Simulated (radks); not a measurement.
# Sc²⁺ in [Ar] 4s1: an all-electron calculation

The task here is to estimate one member of a computed series from the others.

Method: scalar-relativistic Kohn-Sham, PBEsol, spin-polarised, spherical densities, point nucleus; open shells are filled with parallel spins first. Code: radks (a radial shooting solver on a logarithmic mesh, Libxc functionals) version 1.

## The system

* element: scandium (Z = 21)
* charge: +2
* electrons: 19
* configuration: [Ar] 4s1

The outer shells:

Sc²⁺
```
[Ar] core
4s [↑ ]
```

The first run:

The run's settings:

```text
Z 21
configuration [Ar] 4s1 3d0 4p0
relativity scalar-relativistic
functional pbe_sol,pbe_sol
spin polarised
nucleus point
c 137.035999084
```

Started as:

```console
$ python run_ks.py task.json out
```

All runs below come from this command, one after another.

One of the session's tables, all rows but one given; the rest of the session is left out.

It belongs to the step «Radial structure». Radial moments (bohr):

| level | <r> | outermost maximum (interpolated) | 90 % within | nodes |
| --- | --- | --- | --- | --- |
| 1s up | 0.07311 | 0.0478 | 0.131 | 0 |
| 1s down | 0.07311 | 0.0478 | 0.131 | 0 |
| 2s up | 0.3439 | 0.284 | 0.535 | 1 |
| 2s down | 0.3439 | 0.284 | 0.535 | 1 |
| 2p up | 0.3079 | 0.232 | 0.507 | 0 |
| 2p down | 0.3079 | 0.232 | 0.507 | 0 |
| 3s up | ? | ? | ? | ? |
| 3s down | 1.059 | 0.922 | 1.58 | 2 |
| 3p up | 1.140 | 0.958 | 1.75 | 1 |
| 3p down | 1.136 | 0.958 | 1.74 | 1 |
| 3d up | 1.439 | 1.02 | 2.41 | 0 |
| 3d down | 1.404 | 1.02 | 2.34 | 0 |
| 4s up | 2.928 | 2.65 | 4.23 | 3 |
| 4p up | 3.367 | 3.03 | 4.90 | 2 |

Q: Estimate the row for 3s up from the others.

As computed: <r>: 1.061; outermost maximum (interpolated): 0.921; 90 % within: 1.58; nodes: 2. In the column «<r>» it lies between 3s down (1.059) and 3p down (1.136).
